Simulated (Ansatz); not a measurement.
# V2CoB2 (element-swapped structure): how the settings move a single-point run

Question: which choices in the input matter for V2CoB2 (element-swapped structure)?

Program: Ansatz 0.2.0. Level of theory: reference: DFT r2SCAN, plane waves, PAW, scalar-relativistic, no spin polarisation. These are calculated values, not measurements.

1 further run of the same task is left out (it didn't finish).

### 1 The starting structure

Symmetry: P4/mbm, No. 127, tetragonal system. Conventional cell: a = 5.453 Å, b = 5.453 Å, c = 3.031 Å, α = 90.00°, β = 90.00°, γ = 90.00°. Around B (site symmetry m2m) lie 1 B at 1.63 Å and 6 V at 2.22 to 2.23 Å and 2 Co at 2.23 Å. Around Co (site symmetry 4/m) lie 4 B at 2.23 Å and 8 V at 2.51 Å. V (site symmetry m2m) has 6 B at 2.22 to 2.23 Å and 4 Co at 2.51 Å as nearest neighbours.

Structure file:

```xyz
10
Lattice="5.4534 0.0000 0.0000 0.0000 5.4534 0.0000 0.0000 0.0000 3.0305" Properties=species:S:1:pos:R:3 pbc="T T T"
B     2.1486    4.8753    0.0000
B     0.5781    2.1486    0.0000
B     3.3048    0.5781    0.0000
B     4.8753    3.3048    0.0000
Co    0.0000    0.0000    0.0000
Co    2.7267    2.7267    0.0000
V     0.9980    3.7247    1.5153
V     1.7287    0.9980    1.5153
V     4.4554    1.7287    1.5153
V     3.7247    4.4554    1.5153
```

### 2 The reference run

File input.yaml:

```yaml
crystal:
  lattice:
    - [5.453383, 0.0, 0.0]
    - [0.0, 5.453383, 0.0]
    - [0.0, 0.0, 3.030509]
  atoms:
    - { symbol: B, position: [0.394, 0.894, 0.0] }
    - { symbol: B, position: [0.106, 0.394, 0.0] }
    - { symbol: B, position: [0.606, 0.106, 0.0] }
    - { symbol: B, position: [0.894, 0.606, 0.0] }
    - { symbol: Co, position: [0.0, 0.0, 0.0] }
    - { symbol: Co, position: [0.5, 0.5, 0.0] }
    - { symbol: V, position: [0.183, 0.683, 0.5] }
    - { symbol: V, position: [0.317, 0.183, 0.5] }
    - { symbol: V, position: [0.817, 0.317, 0.5] }
    - { symbol: V, position: [0.683, 0.817, 0.5] }
  symmetry: { tolerance: 0.0003 }
kpoints:
  mp_grid: { grid: [4, 4, 6], shift: [0, 0, 0] }
magnetization:
  spin_polarized: false
scf:
  occupations: { method: fermi_dirac, width: 0.0118 }
hamiltonian:
  pseudopotentials: { kind: paw }
  xc: r2scan
basis:
  ecutwfc: 500
output:
  forces: true
  stress: true
  eigenvalues: true
```

The run is started by

```
> ansatz run input.yaml --threads 1 --pin off --max-ram 2560MiB --backend cpu --events-out ev --progress --plain --runs-dir out
```

The program printed (excerpt; [...] marks lines left out):

```text
Warning: RAYON_NUM_THREADS=1 ignored (pool sized by the plan → 1); use --threads N
[...]
Pseudopotentials: kind: paw
Pseudopotential: B, paw, valence charge 3, recommended cutoff 500 eV (meta_gga), B.paw.azcp
Pseudopotential: Co, paw, valence charge 17, recommended cutoff 500 eV (meta_gga), Co.paw.azcp
Pseudopotential: V, paw, valence charge 13, recommended cutoff 500 eV (meta_gga), V.paw.azcp
Functional definition: r2SCAN
[...]
Crystal: 10 atoms, lattice volume = 90.125 Å³
Basis set: ecut = 500 eV, 2291 PW (Γ), exchange–correlation on 160×160×96 points (64 copies of the dense FFT grid, shifted against one another)
Bands: 59, of which v1, the nominal top of the filled ones, is band 49 counted from 1 (48 counted from 0)
Symmetry: 16 space group operations
Space group: P4/mbm (ITA 127), of the structure as read, at distance tolerance 1.3e-3 Å
k-points: 24 of 96
[...]
SCF iter   1: F=—  HF=-22563.182511 eV  |F-HF|=—  |Δ(HF+E_count)|=         —  Δρ=5.95e-2  dr2=2.97e0  dr2_τ=6.98e-1  ethr=1.77e-3  ⟨swp⟩=6.2  Hψ=4822  notcnv=0  defer=5
[...]
SCF iter  12: F=-22563.295355 eV  HF=-22563.295355 eV  |F-HF|=2.53e-8  |Δ(HF+E_count)|=   1.07e-8  Δρ=6.23e-6  dr2=2.68e-8  dr2_τ=2.62e-10  ethr=4.18e-11  ⟨swp⟩=2.3  Hψ=4498  notcnv=0
[...]
SCF converged after 12 iterations
Free energy (F): -22563.295355 eV
[...]
E sigma→0 (E₀):  -22563.291470 eV
Entropy (-TS):   -0.007770 eV (-0.777 meV/atom)
Fermi energy:    18.065409 eV
[...]
--- Forces (eV/Å), atoms counted from 1 ---
  atom   1  B     -1.18115843    -1.18115843     0.00000000
  atom   2  B      1.18115843    -1.18115843     0.00000000
  atom   3  B      1.18115843     1.18115843     0.00000000
  atom   4  B     -1.18115843     1.18115843     0.00000000
  atom   5  Co     0.00000000     0.00000000     0.00000000
  atom   6  Co     0.00000000    -0.00000000     0.00000000
  atom   7  V     -0.34463677    -0.34463677     0.00000000
  atom   8  V      0.34463677    -0.34463677     0.00000000
[...]
--- Stress (GPa, compression-positive) ---
        6.668919       0.000000       0.000000
        0.000000       6.668919       0.000000
        0.000000       0.000000       7.039518
  P = ⅓ Tr σ = 6.7925 GPa (67.925 kbar)
--- Band table (eV; the first three rows and the last of 24) ---
[...]
```

Run time: 14 s. Hardware: 1 thread of Intel Xeon Platinum 8488C (Sapphire Rapids), shared host; peak memory 0.67 GiB.

### 3 Changed: xc lda

input.yaml, as its differences from that of step 2:

```diff
@@ -25,3 +25,3 @@
   pseudopotentials: { kind: paw }
-  xc: r2scan
+  xc: lda
 basis:
```

The run is started by

```
> ansatz run input.yaml --threads 1 --pin off --max-ram 2560MiB --backend cpu --events-out ev --progress --plain --runs-dir out
```

The program printed (excerpt; [...] marks lines left out):

```text
Warning: RAYON_NUM_THREADS=1 ignored (pool sized by the plan → 1); use --threads N
[...]
[... 1 set-up line as earlier in the session ...]
Pseudopotential: B, paw, valence charge 3, recommended cutoff 420 eV (normal), B.paw.azcp
Pseudopotential: Co, paw, valence charge 17, recommended cutoff 420 eV (normal), Co.paw.azcp
Pseudopotential: V, paw, valence charge 13, recommended cutoff 420 eV (normal), V.paw.azcp
Functional definition: SPW92
[...]
Crystal: 10 atoms, lattice volume = 90.125 Å³
Basis set: ecut = 500 eV, 2291 PW (Γ)
Bands: 59, of which v1, the nominal top of the filled ones, is band 49 counted from 1 (48 counted from 0)
[... 2 set-up lines as earlier in the session ...]
k-points: 24 of 96
[...]
SCF iter   1: F=—  HF=-22172.975086 eV  |F-HF|=—  |Δ(HF+E_count)|=         —  Δρ=1.87e-2  dr2=1.41e-1  ethr=1.77e-3  ⟨swp⟩=5.8  Hψ=4786  notcnv=0  defer=2
[...]
SCF converged after 8 iterations
Free energy (F): -22172.954676 eV
[...]
E sigma→0 (E₀):  -22172.950700 eV
Entropy (-TS):   -0.007951 eV (-0.795 meV/atom)
Fermi energy:    17.752799 eV
[...]
--- Forces (eV/Å), atoms counted from 1 ---
  atom   1  B     -1.09417854    -1.09417854     0.00000000
  atom   2  B      1.09417854    -1.09417854     0.00000000
  atom   3  B      1.09417854     1.09417854     0.00000000
  atom   4  B     -1.09417854     1.09417854     0.00000000
  atom   5  Co     0.00000000     0.00000000     0.00000000
  atom   6  Co     0.00000000    -0.00000000     0.00000000
  atom   7  V     -0.36432371    -0.36432371     0.00000000
  atom   8  V      0.36432371    -0.36432371     0.00000000
[...]
--- Stress (GPa, compression-positive) ---
       -4.050204       0.000000       0.000000
        0.000000      -4.050204       0.000000
        0.000000       0.000000      -3.759374
  P = ⅓ Tr σ = -3.9533 GPa (-39.533 kbar)
--- Band table (eV; the first three rows and the last of 24) ---
[...]
```

Run time: 7.2 s. Hardware: 1 thread of Intel Xeon Platinum 8488C (Sapphire Rapids), shared host; peak memory 0.51 GiB.

Total energies don't compare across a change of functional; the pressure goes from 6.8 to -4.0 GPa and the largest force goes from 1.67 to 1.55 eV/Å. At this fixed cell a lower pressure means that this functional prefers a smaller volume than the reference. Cost: 8 SCF cycles against 12, 7.2 s against 14 s.

### 4 Variant: occupations.method cold, occupations.width 0.2

input.yaml, as its differences from that of step 2:

```diff
@@ -22,3 +22,3 @@
 scf:
-  occupations: { method: fermi_dirac, width: 0.0118 }
+  occupations: { method: cold, width: 0.2 }
 hamiltonian:
```

The run is started by

```
> ansatz run input.yaml --threads 1 --pin off --max-ram 2560MiB --backend cpu --events-out ev --progress --plain --runs-dir out
```

The program printed:

```text
Warning: RAYON_NUM_THREADS=1 ignored (pool sized by the plan → 1); use --threads N
Engine: ansatz 0.2.0, x86_64-unknown-linux-gnu
[... 5 set-up lines as earlier in the session ...]
  parameter k0 = 0.174
  parameter k1 = 0.065
  parameter a1 = 4.9479
  exchange = r2scan_x(k0 = k0, k1 = k1, a1 = a1)
  correlation = r2scan_c
Crystal: 10 atoms, lattice volume = 90.125 Å³
Basis set: ecut = 500 eV, 2291 PW (Γ), exchange–correlation on 160×160×96 points (64 copies of the dense FFT grid, shifted against one another)
Bands: 59, of which v1, the nominal top of the filled ones, is band 49 counted from 1 (48 counted from 0)
[... 2 set-up lines as earlier in the session ...]
k-points: 24 of 96
Non-local potential: B, projectors of the file, l = 0: 2, l = 1: 2, l = 2: 1
Non-local potential: Co, projectors of the file, l = 0: 3, l = 1: 2, l = 2: 3, l = 3: 1
Non-local potential: V, projectors of the file, l = 0: 3, l = 1: 2, l = 2: 3, l = 3: 1
PAW form: soft (Blöchl's): semilocal exchange-correlation on the pseudo side does not see the compensation charge
PAW frozen core: B, regenerated for the run's functional (the file was generated under x = pbe(κ = 0.804, μ = 0.2195149727645171), c = pbe(β = 0.06672455060314922))
PAW frozen core: Co, regenerated for the run's functional (the file was generated under x = pbe(κ = 0.804, μ = 0.2195149727645171), c = pbe(β = 0.06672455060314922))
PAW frozen core: V, regenerated for the run's functional (the file was generated under x = pbe(κ = 0.804, μ = 0.2195149727645171), c = pbe(β = 0.06672455060314922))
PAW one-centre angular grid: B, 302 points (default); XC on 160 Gauss nodes
PAW one-centre angular grid: Co, 590 points (default); XC on 160 Gauss nodes
PAW one-centre angular grid: V, 590 points (default); XC on 160 Gauss nodes
Initial density: superposition of atomic densities (neutral atoms: chi_scale 0, normalization atom), corrected by the library's trained network
Initial wavefunctions: pseudopotential atomic-orbital guess
Functional: x = r2scan, c = r2scan; τ floored in thin density (d = 2e-4 eV/Å³)
SCF iter   1: F=—  HF=-22563.181148 eV  |F-HF|=—  |Δ(HF+E_count)|=         —  Δρ=5.66e-2  dr2=2.70e0  dr2_τ=6.97e-1  ethr=1.77e-3  ⟨swp⟩=5.5  Hψ=4792  notcnv=0
preconditioner: auto → Kerker (q_TF=auto, 2.767 Å⁻¹)  [metal: Δε(μ)=0.019 eV  Ē_g=5.382 eV  σ=0.200 eV  W_gap=0.07  n_scr=38 (ndim 8)  ℏωp=27.7 eV  f_vac=0.000  D(μ)=12.84/eV (n_scr^D=200)]
SCF iter   2: F=—  HF=-22564.434984 eV  |F-HF|=—  |Δ(HF+E_count)|=    1.25e0  S|Δr|=    0.00e0  Δρ=1.91e-1  dr2=2.78e1  dr2_τ=3.65e-1  ethr=1.77e-3  ⟨swp⟩=2.8  Hψ=2504  notcnv=0  defer=63  recentre
SCF iter   3: F=—  HF=-22563.329473 eV  |F-HF|=—  |Δ(HF+E_count)|=    1.11e0  S|Δr|=    0.00e0  Δρ=2.20e-2  dr2=4.29e-1  dr2_τ=6.12e-3  ethr=1.77e-3  ⟨swp⟩=2.8  Hψ=2144  notcnv=0  defer=56
SCF iter   4: F=—  HF=-22563.307105 eV  |F-HF|=—  |Δ(HF+E_count)|=   2.24e-2  S|Δr|=    0.00e0  Δρ=3.70e-3  dr2=7.20e-3  dr2_τ=8.02e-4  ethr=4.38e-4  ⟨swp⟩=1.2  Hψ=1615  notcnv=0  defer=52
SCF iter   5: F=—  HF=-22563.309175 eV  |F-HF|=—  |Δ(HF+E_count)|=   2.07e-3  S|Δr|=    0.00e0  Δρ=3.06e-3  dr2=4.91e-3  dr2_τ=2.96e-4  ethr=7.35e-6  ⟨swp⟩=2.0  Hψ=1952  notcnv=0  defer=52
SCF iter   6: F=—  HF=-22563.309678 eV  |F-HF|=—  |Δ(HF+E_count)|=   5.03e-4  S|Δr|=    0.00e0  Δρ=2.56e-3  dr2=4.50e-3  dr2_τ=1.21e-4  ethr=5.02e-6  ⟨swp⟩=1.0  Hψ=1356  notcnv=0  defer=52
SCF iter   7: F=—  HF=-22563.309571 eV  |F-HF|=—  |Δ(HF+E_count)|=   1.06e-4  S|Δr|=    0.00e0  Δρ=1.65e-4  dr2=8.59e-6  dr2_τ=4.82e-6  ethr=4.59e-6  ⟨swp⟩=1.1  Hψ=1367  notcnv=0  defer=52
SCF iter   8: F=—  HF=-22563.309592 eV  |F-HF|=—  |Δ(HF+E_count)|=   2.02e-5  S|Δr|=    0.00e0  Δρ=4.44e-4  dr2=1.43e-4  dr2_τ=2.17e-6  ethr=8.76e-9  ⟨swp⟩=2.0  Hψ=2576  notcnv=0  defer=52
SCF iter   9: F=—  HF=-22563.309587 eV  |F-HF|=—  |Δ(HF+E_count)|=   4.30e-6  S|Δr|=    0.00e0  Δρ=2.34e-5  dr2=2.69e-7  dr2_τ=6.09e-8  ethr=8.76e-9  ⟨swp⟩=2.0  Hψ=2562  notcnv=0  defer=52
SCF iter  10: F=—  HF=-22563.309587 eV  |F-HF|=—  |Δ(HF+E_count)|=   1.26e-8  S|Δr|=    0.00e0  Δρ=1.32e-5  dr2=1.89e-7  dr2_τ=2.00e-9  ethr=1.02e-10  ⟨swp⟩=9.2  Hψ=5490  notcnv=0
SCF iter  11: F=-22563.309587 eV  HF=-22563.309587 eV  |F-HF|=2.69e-10  |Δ(HF+E_count)|=   3.28e-9  S|Δr|=    0.00e0  Δρ=1.71e-6  dr2=1.47e-9  dr2_τ=4.48e-10  ethr=1.02e-10  ⟨swp⟩=2.1  Hψ=4091  notcnv=0
SCF 1 converged in 11 iterations: F = -22563.309587 eV  dr2 = 1.47e-9
SCF converged after 11 iterations
Stability not checked: this state was not tested for a lower state beside it, because cold or Methfessel-Paxton smearing, or corrected tetrahedra, fill the levels in a way that the test cannot read (fill_not_monotonic; see scf.lower_state_search)
Free energy (F): -22563.309587 eV
Harris-Foulkes:  -22563.309587 eV  (|F-HF|=2.69e-10)
Internal energy: -22563.252612 eV  (E = F + TS)
E sigma→0 (E₀):  -22563.290596 eV
Entropy (-TS):   -0.056975 eV (-5.698 meV/atom)
Fermi energy:    18.095568 eV
--- Per-component energies (eV) ---
  E_band       = -1029.494044
  E_kinetic    = 2472.269832
  E_local      = -10016.171906  (includes V_loc(G=0)·N_el)
  E_nonlocal   = 763.633709
  E_hartree    = 4441.539582
  E_xc         = -959.295505
  E_vxc        = -1379.707989  (∫ρ·V_xc dr)
  E_paw        = -7849.191803  (= ΣΔE_a)
  E_vpaw       = -1839.825031  (= ΣTr[D̂ρ^β])
  E_aug_tail   = 0.000833  (compensation charges beyond the density's cutoff)
  E_vtau       = 87.227473  (kinetic-family band-sum trace: ∫τ·v_τ [+ j·A + Jᵃ·Aᵃ] dr)
  E_ewald      = -11414.310049
  E_core_change = -1.727304  (= ΣΔE_core)
  E_smearing   = -0.056975  (= −TS)
  E_closure    = 0.000000  (closes the sum)
  Σ components = -22563.309587   (vs F -22563.309587, Δ=0.00e0)
--- Forces (eV/Å), atoms counted from 1 ---
  atom   1  B     -1.22435155    -1.22435155     0.00000000
  atom   2  B      1.22435155    -1.22435155     0.00000000
  atom   3  B      1.22435155     1.22435155     0.00000000
  atom   4  B     -1.22435155     1.22435155     0.00000000
  atom   5  Co     0.00000000     0.00000000     0.00000000
  atom   6  Co     0.00000000    -0.00000000     0.00000000
  atom   7  V     -0.32998044    -0.32998044     0.00000000
  atom   8  V      0.32998044    -0.32998044     0.00000000
  atom   9  V      0.32998044     0.32998044     0.00000000
  atom  10  V     -0.32998044     0.32998044     0.00000000
  max |Σ_I F_I| component: 4.44e-16 eV/Å
--- Stress (GPa, compression-positive) ---
        6.180831       0.000000       0.000000
        0.000000       6.180831       0.000000
        0.000000       0.000000       8.194402
  P = ⅓ Tr σ = 6.8520 GPa (68.520 kbar)
--- Band table (eV; the first three rows and the last of 24) ---
  k-point 0: bands = ["-80.5753", "-80.5752", "-48.8796", "-48.8282", "-48.8282", "-48.8100", "-42.4520", "-42.4520", "-42.4493", "-42.4493", "-42.3133", "-42.3130", "-21.8188", "-21.7248", "-21.6834", "-21.6834", "-21.5240", "-21.4980", "-21.4686", "-21.4686", "-21.4526", "-21.4234", "-21.3831", "-21.3831", "5.2255", "7.6057", "10.2638", "10.2638", "12.3729", "12.5448", "13.0812", "14.0275", "14.0275", "14.1417", "14.1904", "14.2855", "14.9622", "14.9622", "15.4560", "15.4737", "16.1597", "16.3328", "16.3328", "16.8100", "16.8100", "16.9256", "17.2637", "17.6556", "18.2110", "18.4906", "18.6662", "18.6662", "19.0193", "19.4372", "19.5847", "19.5847", "19.5898", "19.8315", "20.0347"]
  k-point 1: bands = ["-80.5750", "-80.5749", "-48.8760", "-48.8240", "-48.8240", "-48.8062", "-42.4514", "-42.4514", "-42.4496", "-42.4496", "-42.3185", "-42.3178", "-21.8113", "-21.7164", "-21.6791", "-21.6791", "-21.5742", "-21.5119", "-21.5119", "-21.4968", "-21.4918", "-21.4193", "-21.3793", "-21.3793", "5.6656", "7.6458", "10.6433", "10.6433", "12.5279", "12.7179", "13.0265", "13.8637", "13.8637", "13.8829", "14.2875", "14.3272", "14.9344", "14.9344", "15.2648", "15.3539", "15.6570", "15.6601", "15.6601", "15.8918", "17.2424", "17.2424", "18.1509", "18.2880", "18.3067", "18.3067", "18.3233", "18.4361", "19.0082", "19.3222", "19.4318", "19.4318", "19.6363", "20.5070", "20.6551"]
  k-point 2: bands = ["-80.5743", "-80.5743", "-48.8689", "-48.8154", "-48.8154", "-48.7986", "-42.4506", "-42.4506", "-42.4499", "-42.4499", "-42.3297", "-42.3267", "-21.7963", "-21.6995", "-21.6732", "-21.6703", "-21.6703", "-21.5978", "-21.5978", "-21.5846", "-21.4793", "-21.4111", "-21.3718", "-21.3718", "6.8145", "7.6728", "11.4799", "11.4799", "11.9102", "12.6649", "13.0895", "13.2538", "13.5661", "13.5661", "14.2458", "14.6437", "14.7476", "14.7476", "15.0198", "15.2446", "15.2446", "15.6307", "16.0758", "16.0771", "16.8492", "16.8492", "17.8651", "18.0404", "18.2987", "18.2987", "18.3246", "18.3251", "19.0985", "19.2492", "19.2492", "19.6729", "19.9053", "20.7991", "20.7991"]
  k-point 23: bands = ["-80.5740", "-80.5740", "-48.8290", "-48.8290", "-48.8124", "-48.8124", "-42.4510", "-42.4510", "-42.4493", "-42.4493", "-42.3332", "-42.3332", "-21.6688", "-21.6688", "-21.6469", "-21.6469", "-21.6324", "-21.6324", "-21.6192", "-21.6192", "-21.5496", "-21.5496", "-21.4163", "-21.4163", "7.9811", "7.9811", "10.5679", "10.5679", "11.9721", "11.9721", "13.3337", "13.3337", "14.6616", "14.6616", "14.6623", "14.6623", "15.1849", "15.1849", "15.3738", "15.3738", "15.4109", "15.4109", "15.4596", "15.4596", "15.5876", "15.5876", "17.4223", "17.4223", "17.9325", "17.9325", "19.3027", "19.3027", "19.6206", "19.6206", "20.3764", "20.3764", "20.5199", "20.5199", "20.6200"]
```

It took 14 s on 1 thread of Intel Xeon Platinum 8488C (Sapphire Rapids), shared host; peak memory 0.66 GiB.

Changing the smearing moves the energy by +0.1 meV/atom (σ→0 values), and the largest force goes from 1.67 to 1.73 eV/Å. Cost: 11 SCF cycles against 12.

### 5 The same system, input altered

input.yaml, as its differences from that of step 2:

```diff
@@ -22,3 +22,3 @@
 scf:
-  occupations: { method: fermi_dirac, width: 0.0118 }
+  occupations: { method: methfessel_paxton, width: 0.001 }
 hamiltonian:
@@ -32 +32,2 @@
   eigenvalues: true
+total_charge: 1
```

The run is started by

```
> ansatz run input.yaml --threads 1 --pin off --max-ram 2560MiB --backend cpu --events-out ev --progress --plain --runs-dir out
```

The program printed (excerpt; [...] marks lines left out):

```text
Warning: RAYON_NUM_THREADS=1 ignored (pool sized by the plan → 1); use --threads N
[...]
[... 5 set-up lines as earlier in the session ...]
[...]
Crystal: 10 atoms, lattice volume = 90.125 Å³
Basis set: ecut = 500 eV, 2291 PW (Γ), exchange–correlation on 160×160×96 points (64 copies of the dense FFT grid, shifted against one another)
Bands: 59, of which v1, the nominal top of the filled ones, is band 49 counted from 1 (48 counted from 0)
[... 2 set-up lines as earlier in the session ...]
k-points: 24 of 96
[...]
Free energy (F): -22581.279725 eV
[...]
E sigma→0 (E₀):  -22581.279730 eV
Entropy (-TS):   0.000021 eV (0.002 meV/atom)
Fermi energy:    17.930315 eV
[...]
--- Forces (eV/Å), atoms counted from 1 ---
  atom   1  B     -1.24733641    -1.24733641     0.00000000
  atom   2  B      1.24733641    -1.24733641     0.00000000
  atom   3  B      1.24733641     1.24733641     0.00000000
  atom   4  B     -1.24733641     1.24733641     0.00000000
  atom   5  Co     0.00000000     0.00000000     0.00000000
  atom   6  Co     0.00000000    -0.00000000     0.00000000
  atom   7  V     -0.25023187    -0.25023187     0.00000000
  atom   8  V      0.25023187    -0.25023187     0.00000000
[...]
--- Stress (GPa, compression-positive) ---
       22.135613       0.000000       0.000000
        0.000000      22.135613       0.000000
        0.000000       0.000000      22.722534
  P = ⅓ Tr σ = 22.3313 GPa (223.313 kbar)
--- Band table (eV; the first three rows and the last of 24) ---
[...]
```

It took 18 s on 1 thread of Intel Xeon Platinum 8488C (Sapphire Rapids), shared host; peak memory 0.64 GiB.

### 6 Can this result be trusted?

The run converged and reported no error. It gives a pressure of 22 GPa, far from the sound run.

The suspect setting: total_charge is 1. The net charge is not the one intended, so the run treats another number of electrons.

To undo it: delete total_charge (the default then holds).

Total energies don't compare across a change of charge; the pressure goes from 6.8 to 22.3 GPa and the largest force goes from 1.67 to 1.76 eV/Å. The smearing changed too.

### 7 Comparison

```tsv
run	ending	energy change	pressure (GPa)	gap (eV)	force (eV/Å)	cycles	time
reference	converged	0	6.8	0.00	1.67	12	14 s
1: xc lda	converged	not comparable	-4.0	0.00	1.55	8	7.2 s
2: occupations.method cold, occupations.width 0.2	converged	+0.1 meV/atom (σ→0)	6.9	0.00	1.73	11	14 s
3: occupations.method methfessel_paxton, occupations.width 0.001, total_charge 1	converged	not comparable	22.3	0.00	1.76	16	18 s
```

Residual by cycle in the longest SCF loop of each run; runs are numbered as in the table. The quantity is the density residual dr2, in eV.

```tsv
cycle	reference	run 1	run 2	run 3
1	2.97	0.141	2.7	49.6
2	33.6	0.00943	27.8	573
4	0.00596	1.4e-4	0.0072	0.113
5	0.00822	9.1e-6	0.00491	0.532
6	0.00519	1.5e-6	0.0045	0.239
8	1.7e-4	4.6e-8	1.4e-4	0.0054
9	2.4e-7	-	2.7e-7	9.5e-4
11	2.4e-7	-	1.5e-9	5.5e-4
12	2.7e-8	-	-	9.6e-6
13	-	-	-	2.8e-7
15	-	-	-	1.1e-7
16	-	-	-	8.6e-9
```

What this shows: «occupations.method cold, occupations.width 0.2» moves the energy by +0.1 meV/atom. Of the variants the dearest is «occupations.method methfessel_paxton, occupations.width 0.001, total_charge 1» (18 s), the cheapest «xc lda» (7.2 s), on a shared host. The reference has no spin polarisation; with Co and V present, a magnetic state may lie lower.

Caveats on the reference run: its mesh is coarse for a cell with so small a gap or none; the cell is far from equilibrium (7 GPa, forces up to 1.7 eV/Å), so its values aren't those of the relaxed material; the structure is made up and not relaxed.
